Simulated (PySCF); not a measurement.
# BClGeH4O2: the cost of one run

Programs: PySCF 2.14.0, with density-fitted response routines of our own. Each step states its level of theory. These are calculated values for one molecule in the gas phase, unless marked as measured. Atoms are numbered from 0 throughout.

## 1. Starting geometry

9 atoms, charge 0, multiplicity 1; geometry from: GFN2-xTB. The atoms were then displaced at random by about 0.01 Å, so the start is not that level's minimum.

Bonds of the start (Å): O0–B1 1.32, B1–O2 1.35, B1–Ge3 2.08, Ge3–Cl4 2.10, O0–H5 0.97, O2–H6 0.93, Ge3–H7 1.51, Ge3–H8 1.52.

## 2. Geometry optimisation at PBE0-D3(BJ)/def2-SVP

Job settings and geometry (Å):

```
{"job": {"xc": "PBE0", "basis": "def2-SVP", "d3": "d3bj", "grid": 1, "shake": 0.01, "kind": "geom"}, "charge": 0, "multiplicity": 1}
O     -1.317600     0.214610     1.050560
B     -0.635570    -0.205130    -0.004890
O     -1.054850    -1.115150    -0.907850
Ge     1.277890     0.565500    -0.245070
Cl     2.455680    -0.050930     1.377490
H     -2.217550    -0.109690     1.218760
H     -1.896330    -1.511160    -0.812100
H      2.037780     0.117050    -1.467650
H      1.408350     2.077760    -0.243000
```

Started as:

```bash
$ OMP_NUM_THREADS=1 python probes_run.py task.json out
```

One launch serves the whole session: the jobs run in the order shown.

**Question.** How long does this first job take on 1 thread of Arm Neoverse N1, shared host, and how much memory does it need?

About 85 s, with a peak of 0.45 GiB.
